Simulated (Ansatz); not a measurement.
# GaAs: the cost of one run

All numbers below are computed with Ansatz 0.2.0 (DFT PBE, scalar-relativistic, plane waves, PAW).

## Step 1: The system as given

The cell holds 32 atoms (As16Ga15La): a = 9.952 Å, b = 9.952 Å, c = 9.952 Å, α = 109.47°, β = 109.47°, γ = 109.47°.

The coordinates of this cell stand in the input of its own run.

The host was relaxed before at PBE: a = 5.746 Å, b = 5.746 Å, c = 5.746 Å, α = 90.00°, β = 90.00°, γ = 90.00° (conventional cell), 23.714 Å³/atom.

Places, in fractions of the supercell: La in place of Ga at (0.250, 0.500, 0.250). Its neighbours start displaced at random by about 0.03 Å.

## Step 2: The perfect crystal in the supercell of 32 atoms

File input.yaml:

```yaml
crystal:
  lattice:
    - [-5.7459815546, -5.7459815546, 5.7459815546]
    - [5.7459815546, 5.7459815546, 5.7459815546]
    - [-5.7459815546, 5.7459815546, -5.7459815546]
  atoms:
    - { symbol: Ga, position: [0.25, 0.5, 0.25] }
    - { symbol: Ga, position: [0.5, 0.5, 0.0] }
    - { symbol: Ga, position: [0.25, 0.75, 0.0] }
    - { symbol: Ga, position: [0.75, 0.5, 0.75] }
    - { symbol: Ga, position: [0.5, 0.75, 0.75] }
    - { symbol: Ga, position: [0.25, 0.0, 0.75] }
    - { symbol: Ga, position: [0.0, 0.5, 0.5] }
    - { symbol: Ga, position: [0.75, 0.75, 0.5] }
    - { symbol: Ga, position: [0.5, 0.0, 0.5] }
    - { symbol: Ga, position: [0.25, 0.25, 0.5] }
    - { symbol: Ga, position: [0.0, 0.75, 0.25] }
    - { symbol: Ga, position: [0.75, 0.0, 0.25] }
    - { symbol: Ga, position: [0.5, 0.25, 0.25] }
    - { symbol: Ga, position: [0.0, 0.0, 0.0] }
    - { symbol: Ga, position: [0.75, 0.25, 0.0] }
    - { symbol: Ga, position: [0.0, 0.25, 0.75] }
    - { symbol: As, position: [0.0, 0.25, 0.0] }
    - { symbol: As, position: [0.25, 0.25, 0.75] }
    - { symbol: As, position: [0.0, 0.5, 0.75] }
    - { symbol: As, position: [0.5, 0.25, 0.5] }
    - { symbol: As, position: [0.25, 0.5, 0.5] }
    - { symbol: As, position: [0.0, 0.75, 0.5] }
    - { symbol: As, position: [0.75, 0.25, 0.25] }
    - { symbol: As, position: [0.5, 0.5, 0.25] }
    - { symbol: As, position: [0.25, 0.75, 0.25] }
    - { symbol: As, position: [0.0, 0.0, 0.25] }
    - { symbol: As, position: [0.75, 0.5, 0.0] }
    - { symbol: As, position: [0.5, 0.75, 0.0] }
    - { symbol: As, position: [0.25, 0.0, 0.0] }
    - { symbol: As, position: [0.75, 0.75, 0.75] }
    - { symbol: As, position: [0.5, 0.0, 0.75] }
    - { symbol: As, position: [0.75, 0.0, 0.5] }
basis:
  ecutwfc: 420
  xc_grid: 2
kpoints:
  mp_grid: { grid: [3, 3, 3], shift: [0.0, 0.0, 0.0] }
hamiltonian:
  xc: pbe
scf:
  occupations: { method: gaussian, width: 0.05 }
output:
  forces: true
  stress: true
  eigenvalues: true
```

On the command line:

```bash
> ansatz run input.yaml --threads 8 --pin off --max-ram 14336MiB --backend cpu --events-out ev --progress --plain --runs-dir out
```

What time and memory should one allow on 8 threads of Arm Neoverse V2, shared host?

About 13 s, with a peak of 3.6 GiB.
